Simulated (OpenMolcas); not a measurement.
**One shape, several levels: singlet CH4ClGeO+**

Aim: a comparison of 6 runs (HF/6-31G*, B3LYP/6-31G*, BHLYP/6-31G*, M06-L/6-31G*, CCSD(T)/6-31G*) of singlet CH4ClGeO+. 

The results are computed with OpenMolcas 26.06.

1 further run of the same task is left out (set aside as unsound or not needed).

### 1 The molecule

CH4ClGeO+ has 8 atoms, charge +1, and is taken as a singlet. SMILES of the parent species: `[CH3][Ge]([OH])[Cl]`. The shape is that of a PBE0-D4/def2-TZVP optimisation. This is one conformer, not always the lowest. That shape belongs to the parent species and isn't relaxed for this state.

Bond lengths: C1–Ge2 1.958 Å, Ge2–O3 1.780 Å, Ge2–Cl4 2.184 Å, C1–H5 1.090 Å, C1–H6 1.092 Å, C1–H7 1.089 Å, O3–H8 0.961 Å. Angles: C1–Ge2–O3 104.8°, C1–Ge2–Cl4 109.0°, O3–Ge2–Cl4 106.9°, Ge2–C1–H5 109.2°, Ge2–C1–H6 107.2°, Ge2–C1–H7 109.9°, Ge2–O3–H8 113.2°, H5–C1–H6 110.0°, H5–C1–H7 110.2°, H6–C1–H7 110.2°.

### 2 A single-point energy at HF/6-31G(d) (spherical functions) (run 1)

File coord.xyz:

```xyz
8

C      0.070000     1.235100    -0.045900
Ge    -0.661500    -0.553500     0.272700
O      0.714600    -1.504600     0.880000
Cl    -1.247100    -1.432100    -1.639400
H      0.419500     1.652400     0.898100
H      0.906900     1.122600    -0.737600
H     -0.694800     1.876200    -0.480900
H      0.584600    -2.453200     0.797100
```

File test.inp:

```
>>> EXPORT MOLCAS_PRINT=2
&GATEWAY
BasLib = $CurrDir
Coord = coord.xyz
Basis = 6-31Gs
Group = NoSym
&SEWARD
&SCF
Charge = 1
Thresholds = 1e-10 1e-07 1e-07 1e-05
PrOrbitals = 1 1
```

The basis set 6-31G* is read from a file made from the Basis Set Exchange's data (not shown).

Command:

```
export MOLCAS_MEM=1860
pymolcas test.inp > test.log
```

Output:

```text
--- Start Module: gateway ---
[...]
--- Stop Module: gateway /rc=_RC_ALL_IS_WELL_ ---
--- Start Module: seward ---
[...]
      Basis functions           86
--- Stop Module: seward /rc=_RC_ALL_IS_WELL_ ---
[...]
--- Start Module: scf ---
[...]
       Convergence after  19 Iterations
[...]
::    Total SCF energy                              -2649.3493815213
[...]
      Total spin, S                                     0.0000000000
[...]
      Total electronic charge=   66.000000
      Total            charge=    1.000000
[...]
      Dipole Moment (debye):
      Origin of the operator (angstrom)=   -0.5607   -0.6956   -0.1644
                   X= -9.0638E-01               Y=  1.9379E+00               Z=  2.4730E+00           Total=  3.2700E+00
      Center of Charge (angstrom)
[...]
--- Stop Module: scf /rc=_RC_ALL_IS_WELL_ ---
[...]
```

Run time: 12 s. Hardware: 1 thread of AMD EPYC 7R43 (Zen 3), shared host; peak memory 0.47 GiB.

### 3 The energy at B3LYP/6-31G(d) (spherical functions) (run 2)

File job.input:

```
* CH4ClGeO Kohn-Sham DFT

&GATEWAY
  BASLIB=$CurrDir
  BASISSET
  C.6-31Gs....
  C1 0.070000 1.235100 -0.045900 angstrom
  End of Basis
  BASISSET
  Ge.6-31Gs....
  Ge2 -0.661500 -0.553500 0.272700 angstrom
  End of Basis
  BASISSET
  O.6-31Gs....
  O3 0.714600 -1.504600 0.880000 angstrom
  End of Basis
  BASISSET
  Cl.6-31Gs....
  Cl4 -1.247100 -1.432100 -1.639400 angstrom
  End of Basis
  BASISSET
  H.6-31Gs....
  H5 0.419500 1.652400 0.898100 angstrom
  H6 0.906900 1.122600 -0.737600 angstrom
  H7 -0.694800 1.876200 -0.480900 angstrom
  H8 0.584600 -2.453200 0.797100 angstrom
  End of Basis

&SEWARD
  GRIDINPUT
  Grid=UltraFine
  End of Grid

&SCF
  CHARGE=1
  KSDFT=B3LYP
  THRESHOLDS=1e-10 1e-07 1e-07 1e-05
  PRORBITALS=1 2
```

The basis set 6-31G* is read from a file made from the Basis Set Exchange's data (not shown).

Command:

```
export MOLCAS_MEM=1860
pymolcas job.input > job.log
```

Output:

```text
--- Start Module: gateway ---
[...]
--- Stop Module: gateway /rc=_RC_ALL_IS_WELL_ ---
--- Start Module: seward ---
[...]
      Basis functions           86
--- Stop Module: seward /rc=_RC_ALL_IS_WELL_ ---
[...]
--- Start Module: scf ---
[...]
       Convergence after  20 Iterations
[...]
::    Total KS-DFT energy                           -2652.4218388533
[...]
      Total spin, S                                     0.0000000000
[...]
      Total electronic charge=   66.000000
      Total            charge=    1.000000
[...]
      Dipole Moment (debye):
      Origin of the operator (angstrom)=   -0.5607   -0.6956   -0.1644
                   X= -4.7387E-02               Y=  1.6911E+00               Z=  1.8007E+00           Total=  2.4708E+00
      Center of Charge (angstrom)
[...]
--- Stop Module: scf /rc=_RC_ALL_IS_WELL_ ---
[...]
```

Run time: 38 s. Hardware: 1 thread of AMD EPYC 7R43 (Zen 3), shared host; peak memory 0.47 GiB.

Runs 3 to 4 aren't shown in full; the table further down has their settings and results.

### 4 The energy at B3LYP/6-31G(d) (Cartesian functions) (run 5)

File mol.input:

```
* CH4ClGeO Kohn-Sham DFT
&GATEWAY
BASLIB = $CurrDir
BASISSET
C.6-31Gs....
C1 0.070000 1.235100 -0.045900 angstrom
End of Basis
BASISSET
Ge.6-31Gs....
Ge2 -0.661500 -0.553500 0.272700 angstrom
End of Basis
BASISSET
O.6-31Gs....
O3 0.714600 -1.504600 0.880000 angstrom
End of Basis
BASISSET
Cl.6-31Gs....
Cl4 -1.247100 -1.432100 -1.639400 angstrom
End of Basis
BASISSET
H.6-31Gs....
H5 0.419500 1.652400 0.898100 angstrom
H6 0.906900 1.122600 -0.737600 angstrom
H7 -0.694800 1.876200 -0.480900 angstrom
H8 0.584600 -2.453200 0.797100 angstrom
End of Basis
&SEWARD
GRIDINPUT
Grid=UltraFine
End of Grid
&SCF
CHARGE = 1
KSDFT = B3LYP
THRESHOLDS = 1e-10 1e-07 1e-07 1e-05
PRORBITALS = 1 1
```

The basis set 6-31G* is read from a file made from the Basis Set Exchange's data (not shown).

Command:

```
export MOLCAS_MEM=1860
pymolcas mol.input > mol.log
```

Output:

```text
--- Start Module: gateway ---
[...]
--- Stop Module: gateway /rc=_RC_ALL_IS_WELL_ ---
--- Start Module: seward ---
[...]
      Basis functions           92
--- Stop Module: seward /rc=_RC_ALL_IS_WELL_ ---
[...]
--- Start Module: scf ---
[...]
       Convergence after  23 Iterations
[...]
::    Total KS-DFT energy                           -2652.4330164302
[...]
      Total spin, S                                     0.0000000000
[...]
      Total electronic charge=   66.000000
      Total            charge=    1.000000
[...]
      Dipole Moment (debye):
      Origin of the operator (angstrom)=   -0.5607   -0.6956   -0.1644
                   X= -6.5839E-02               Y=  1.6883E+00               Z=  1.8131E+00           Total=  2.4783E+00
      Center of Charge (angstrom)
[...]
--- Stop Module: scf /rc=_RC_ALL_IS_WELL_ ---
[...]
```

It took 48 s on 1 thread of AMD EPYC 7R43 (Zen 3), shared host; peak memory 0.51 GiB.

### 5 The energy at CCSD(T)/6-31G(d) (spherical functions) (run 6)

File test.input:

```
&GATEWAY
BasLib=$CurrDir
Coord
8
angstrom
C        0.070000       1.235100      -0.045900
Ge      -0.661500      -0.553500       0.272700
O        0.714600      -1.504600       0.880000
Cl      -1.247100      -1.432100      -1.639400
H        0.419500       1.652400       0.898100
H        0.906900       1.122600      -0.737600
H       -0.694800       1.876200      -0.480900
H        0.584600      -2.453200       0.797100
Basis=6-31Gs
Group=NoSym
&SEWARD
&SCF
Charge=1
Thresholds=1e-10 1e-07 1e-07 1e-05
PrOrbitals=1 1
&RASSCF
FileOrb=$Project.ScfOrb
Spin=1
Nactel=0 0 0
Inactive=33
Ras2=0
OutOrbitals=Canonical
OrbListing=Nothing
&MOTRA
JobIph
Frozen=16
&CCSDT
CCT
Triples=2
Iterations=80
Accuracy=1e-08
Extrapolation=5 4
```

The basis set 6-31G* is read from a file made from the Basis Set Exchange's data (not shown).

Command:

```
export MOLCAS_MEM=1860
pymolcas test.input > test.log
```

Output:

```text
--- Start Module: gateway ---
[...]
--- Stop Module: gateway /rc=_RC_ALL_IS_WELL_ ---
[...]
      Basis functions           86
[...]
       Convergence after  19 Iterations
[...]
::    Total SCF energy                              -2649.3493815213
[...]
      Total spin, S                                     0.0000000000
[...]
      Number of active orbitals                  0
[...]
      Spin quantum number                      0.0
[...]
      Active orbitals                            0
[...]
      Number of CSFs                             1
[...]
      Number of root(s) required                 1
[...]
      Convergence after  4 iterations
[...]
      Natural orbitals and occupation numbers for root  1
      ************************************************************************************************************************
      *                                                    Final results                                                     *
      ************************************************************************************************************************
[...]
::    RASSCF root number  1 Total energy:  -2649.34938152
[...]
      Total electronic charge=   66.000000
      Total            charge=    1.000000
[...]
      Dipole Moment (debye):
      Origin of the operator (angstrom)=   -0.5607   -0.6956   -0.1644
                   X= -9.0638E-01               Y=  1.9379E+00               Z=  2.4730E+00           Total=  3.2700E+00
      Center of Charge (angstrom)
[...]
--- Start Module: motra ---
[...]
--- Stop Module: motra /rc=_RC_ALL_IS_WELL_ ---
[...]
--- Start Module: ccsdt ---
[...]
      Convergence after                    24  Iterations
      Total energy (diff) :   -2650.05419189       0.00000001
[...]
 METHOD                       : CCSD+T(CCSD)+<T3(1)WT1> = CCSD(T)
[...]
       CCSD     =     -2650.0541918924323
[...]
```

Wall time 93 s (1 thread of AMD EPYC 7R43 (Zen 3), shared host); peak memory 0.47 GiB.

### 6 The series

| run | level | integration grid | Cartesian functions | energy (Eh) | HOMO energy (eV) | LUMO energy (eV) | HOMO–LUMO gap (eV) | wall time |
| --- | --- | --- | --- | --- | --- | --- | --- | --- |
| 1 | HF/6-31G* (spherical functions) | – | no | -2649.349382 | -17.92 | -7.40 | 10.52 | 12 s |
| 2 | B3LYP/6-31G* (spherical functions) | UltraFine | no | -2652.421839 | -14.34 | -10.69 | 3.65 | 38 s |
| 3 | BHLYP/6-31G* (spherical functions) | UltraFine | no | -2652.269095 | -15.91 | -9.72 | 6.19 | 39 s |
| 4 | M06-L/6-31G* (spherical functions) | UltraFine | no | -2652.290870 | -13.49 | -11.13 | 2.36 | 53 s |
| 5 | B3LYP/6-31G* (Cartesian functions) | UltraFine | yes | -2652.433016 | -14.33 | -10.68 | 3.66 | 48 s |
| 6 | CCSD(T)/6-31G* (spherical functions) | – | no | -2650.074259 | -17.92 | -7.40 | 10.52 | 93 s |

### 7 Outcome

| quantity | value |
| --- | --- |
| run 6: total energy | -2650.07426 Eh |
| run 6: HOMO energy (Hartree–Fock orbitals) | -17.92 eV |
| run 6: LUMO energy (Hartree–Fock orbitals) | -7.40 eV |
| run 6: HOMO–LUMO gap (Hartree–Fock orbitals) | 10.52 eV |
| run 6: correlation energy (16 core orbitals frozen) | -724.9 mEh |
| run 6: (T) correction | -20.07 mEh |

What this shows: Over runs 1, 2, 3, 4, 5 the HOMO–LUMO gap runs from 2.36 eV (M06-L/6-31G*) to 10.52 eV (HF/6-31G*). Exact exchange widens orbital gaps. Totals of different functionals can't be ranked against each other. All runs together took 4.7 min, the longest 93 s.
